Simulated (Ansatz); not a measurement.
# Hf4N: the cost of one run

Computed with Ansatz 0.2.0 (DFT PBE, scalar-relativistic, plane waves, PAW, unless a step's input says otherwise).

## 1. Starting point

It takes space group Pm-3m (No. 221, cubic). Conventional cell: a = 4.494 Å, b = 4.494 Å, c = 4.494 Å, α = 90.00°, β = 90.00°, γ = 90.00°. Hf (site symmetry m-3m) is surrounded by 12 Hf at 3.18 Å. Hf (site symmetry 4/mmm) has 2 N at 2.25 Å as nearest neighbours. Around N (site symmetry m-3m) lie 6 Hf at 2.25 Å.

Coordinates:

```
CELL_PARAMETERS angstrom
4.49404 0.00000 0.00000
0.00000 4.49404 0.00000
0.00000 0.00000 4.49404
ATOMIC_POSITIONS crystal
Hf 0.00000 0.00000 0.00000
Hf 0.50000 0.50000 0.00000
Hf 0.50000 0.00000 0.50000
Hf 0.00000 0.50000 0.50000
N 0.50000 0.50000 0.50000
```

Recipe of the guess: species swapped into a database cell of Mn4N (Pm-3m, No. 221). Its size is a rough estimate.

## 2. Probe: one point on a coarse mesh

input.yaml

```yaml
crystal:
  lattice:
    - [4.49404105, 0.0, 0.0]
    - [0.0, 4.49404105, 0.0]
    - [0.0, 0.0, 4.49404105]
  atoms:
    - { symbol: Hf, position: [0.0, 0.0, 0.0] }
    - { symbol: Hf, position: [0.5, 0.5, 0.0] }
    - { symbol: Hf, position: [0.5, 0.0, 0.5] }
    - { symbol: Hf, position: [0.0, 0.5, 0.5] }
    - { symbol: "N", position: [0.5, 0.5, 0.5] }
basis:
  ecutwfc: 420
kpoints:
  mp_grid: { grid: [4, 4, 4] }
hamiltonian:
  xc: pbe
scf:
  occupations: { method: gaussian, width: 0.1 }
  lower_state_search: "off"
output:
  forces: true
  stress: true
  eigenvalues: true
```

On the command line:

```bash
> ansatz run input.yaml --threads 1 --pin off --max-ram 2560MiB --backend cpu --events-out ev --progress --plain --runs-dir out
```

**Question.** How long does this run take on 1 thread of Intel Xeon Platinum 8488C (Sapphire Rapids), shared host, and how much memory does it need?

About 2.8 s, with a peak of 0.42 GiB.
